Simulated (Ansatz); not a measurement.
# Na2CdBiSb2 (Pmc2_1): the equilibrium volume, part 2 of 2

At what volume is Na2CdBiSb2 (Pmc2_1) free of pressure?

Ansatz 0.2.0; DFT PBEsol, scalar-relativistic, plane waves, PAW.

### Step 4. Relaxing cell and atoms once more, on the mesh of the new cell

Contents of input.yaml:

```yaml
crystal:
  lattice:
    - [4.7720121394, 0.0, 0.0]
    - [0.0, 8.8453265032, 0.0]
    - [0.0, 0.0, 7.9558556318]
  atoms:
    - { symbol: Cd, position: [0.5, 0.2094143388, 0.8549199683] }
    - { symbol: Cd, position: [0.5, 0.7905856612, 0.3549199683] }
    - { symbol: Na, position: [0.5, 0.4098622257, 0.4472664426] }
    - { symbol: Na, position: [0.5, 0.5901377743, 0.9472664426] }
    - { symbol: Na, position: [0.0, 0.2992875035, 0.1208475885] }
    - { symbol: Na, position: [0.0, 0.7007124965, 0.6208475885] }
    - { symbol: Sb, position: [0.5, 0.0905592254, 0.2160716821] }
    - { symbol: Sb, position: [0.5, 0.9094407746, 0.7160716821] }
    - { symbol: Sb, position: [0.0, 0.6357794994, 0.2331162237] }
    - { symbol: Sb, position: [0.0, 0.3642205006, 0.7331162237] }
    - { symbol: Bi, position: [0.0, 0.0964778808, 0.4953080948] }
    - { symbol: Bi, position: [0.0, 0.9035221192, -0.0046919052] }
basis:
  ecutwfc: 420
kpoints:
  mp_grid: { grid: [6, 4, 4] }
hamiltonian:
  xc: pbesol
scf:
  occupations: { method: gaussian, width: 0.05 }
output:
  forces: true
  stress: true
  eigenvalues: true
relax:
  adjacent_minimum: "off"
  f_tol: 0.01
  max_steps: 50
  cell: { stress_tol: 0.1 }
```

Started as:

```sh
$ ansatz run input.yaml --threads 8 --pin off --max-ram 14336MiB --backend cpu --events-out ev --progress --plain --runs-dir out
```

The program printed (excerpt; [...] marks lines left out):

```text
Warning: RAYON_NUM_THREADS=8 ignored (pool sized by the plan → 8); use --threads N
[...]
Pseudopotentials: kind: paw
Pseudopotential: Cd, paw, valence charge 20, recommended cutoff 420 eV (normal), Cd.paw.azcp
Pseudopotential: Na, paw, valence charge 9, recommended cutoff 420 eV (normal), Na.paw.azcp
Pseudopotential: Sb, paw, valence charge 15, recommended cutoff 420 eV (normal), Sb.paw.azcp
Pseudopotential: Bi, paw, valence charge 15, recommended cutoff 420 eV (normal), Bi.paw.azcp
Functional definition: PBEsol
[...]
Crystal: 12 atoms, lattice volume = 335.817 Å³
Basis set: ecut = 420 eV, 6561 PW (Γ), exchange–correlation on 64×120×108 points (8 copies of the dense FFT grid, shifted against one another)
Bands: 100, of which v1, the nominal top of the filled ones, is band 83 counted from 1 (82 counted from 0)
Symmetry: 4 space group operations
[...]
    - [-4.1608325574553115e-33, -1.102207299988162e-34, 7.921953400760068]
  atoms:
    - { symbol: Cd, position: [0.5, 0.20884438323324309, 0.8543272296359814] }
    - { symbol: Cd, position: [0.5, 0.7911556167667567, 0.3543272296359814] }
    - { symbol: Na, position: [0.5, 0.4086525169570237, 0.44825131461969864] }
    - { symbol: Na, position: [0.5, 0.5913474830429761, 0.9482513146196987] }
    - { symbol: Na, position: [2.5475989450381577e-20, 0.2990399104227409, 0.12207377172693241] }
    - { symbol: Na, position: [-2.547598945038178e-20, 0.7009600895772592, 0.6220737717269326] }
    - { symbol: Sb, position: [0.5, 0.09318017278974838, 0.21711333086646276] }
    - { symbol: Sb, position: [0.5, 0.9068198272102515, 0.7171133308664629] }
    - { symbol: Sb, position: [-2.691902292173973e-19, 0.6383956740278715, 0.23250849096286935] }
    - { symbol: Sb, position: [2.69190229217398e-19, 0.3616043259721286, 0.7325084909628694] }
    - { symbol: Bi, position: [3.262269652533629e-19, 0.09330738418909186, 0.4932558621880554] }
    - { symbol: Bi, position: [-3.26226965253363e-19, 0.906692615810908, -0.006744137811944551] }
```

Wall time 82 s (8 threads of Arm Neoverse V2, shared host); peak memory 2.2 GiB.

Step by step:

```
step  energy from step 1 (meV/atom)  largest force component (eV/Å)  pressure (GPa)  volume (Å³/atom)
   1                            0.0                           0.041           -0.01            27.985
   2                           -0.3                           0.012           -0.02            27.978
   3                           -0.4                           0.017            0.04            27.946
   4                           -0.4                           0.014           -0.02            27.980
   5                           -0.4                           0.006           -0.01            27.987
   6                           -0.4                           0.006           -0.01            27.987
```

Step 1 is the start. Step 6 repeats the geometry before it on a plane-wave basis chosen anew for the final cell, which leaves the energy as it was. The run keeps the 4 symmetry operations that it found, so it can't reach a distortion that breaks them.

Read off: volume 27.987 Å³/atom, pressure -0.01 GPa, no gap.

### Step 5. Pressure against volume so far

```
step   level   mesh  relaxed  volume (Å³/atom)  pressure (GPa)
   2  PBEsol  4×2×4  nothing            24.483            7.61
   3  PBEsol  8×4×4      all            27.985            0.03
   4  PBEsol  6×4×4      all            27.987           -0.01
```

How the cell compares, before and after:

| cell as typed | before | after | change |
| --- | --- | --- | --- |
| a (Å) | 4.469 | 4.821 | +7.9 % |
| b (Å) | 8.870 | 8.794 | -0.9 % |
| c (Å) | 7.411 | 7.922 | +6.9 % |
| volume (Å³/atom) | 24.483 | 27.987 | +14.3 % |
| shortest distance (Å) | 2.758 | 2.870 | +4.0 % |
| space group | Pmc2_1 | Pmc2_1 | same |

### Step 6. Summary of results

What follows sums up all 2 parts. Changes of volume or cell count from the first structure of part 1.

| quantity | value |
| --- | --- |
| volume | 27.987 Å³/atom |
| pressure | -0.01 GPa |
| conventional cell | a = 4.821 Å, b = 8.794 Å, c = 7.922 Å, α = 90.00°, β = 90.00°, γ = 90.00° |
| gap on the mesh | none (metal) |

What this shows: From the first run shown, the volume went from 24.48 to 27.99 Å³/atom (+14.3 %) in 3 runs, where the pressure is zero within 0.01 GPa. Spin–orbit coupling is left out, though the cell holds Bi; in elements this heavy it can shift levels and gaps by tenths of an eV.
